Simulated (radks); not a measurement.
**Exchange and kinetic functionals tested on atomic densities: Yb, Mn, In²⁺, Tc, Cd**

The task here is to estimate one member of a computed series from the others.

Method: non-relativistic Kohn-Sham, PBE, spin-polarised, spherical densities, point nucleus; open shells are filled with parallel spins first. Code: radks (a radial shooting solver on a logarithmic mesh, Libxc functionals) version 1.

## The system

| Quantity | Value |
| --- | --- |
| species | Yb ([Xe] 4f14 6s2), Mn ([Ar] 3d5 4s2), In²⁺ ([Kr] 4d10 5s1), Tc ([Kr] 4d5 5s2), Cd ([Kr] 4d10 5s2) |

Set-up of the first run:

Input:

```text
Z 70
configuration [Xe] 4f14 6s2
relativity non-relativistic
functional pbe,pbe
spin polarised
nucleus point
```

Among the steps run: Yb, [Xe] 4f14 6s2.

One table of the session follows, with a row left open; its other results are not shown here.

Radial moments (bohr):

| level | <r> | outermost maximum (interpolated) | 90 % within | nodes |
| --- | --- | --- | --- | --- |
| 3d | 0.1974 | 0.162 | 0.306 | 0 |
| 4s | ? | ? | ? | ? |
| 4p | 0.5370 | 0.493 | 0.781 | 2 |
| 4d | 0.5627 | 0.493 | 0.846 | 1 |
| 5s | 1.322 | 1.17 | 1.92 | 4 |
| 5p | 1.507 | 1.28 | 2.23 | 3 |
| 4f | 0.7467 | 0.476 | 1.29 | 0 |
| 6s | 4.250 | 3.61 | 6.31 | 5 |

**Question.** Estimate the row for 4s.

**Answer.** <r>: 0.5270; outermost maximum (interpolated): 0.490; 90 % within: 0.756; nodes: 3. In the column «<r>» it lies between 3d (0.1974) and 4p (0.5370).
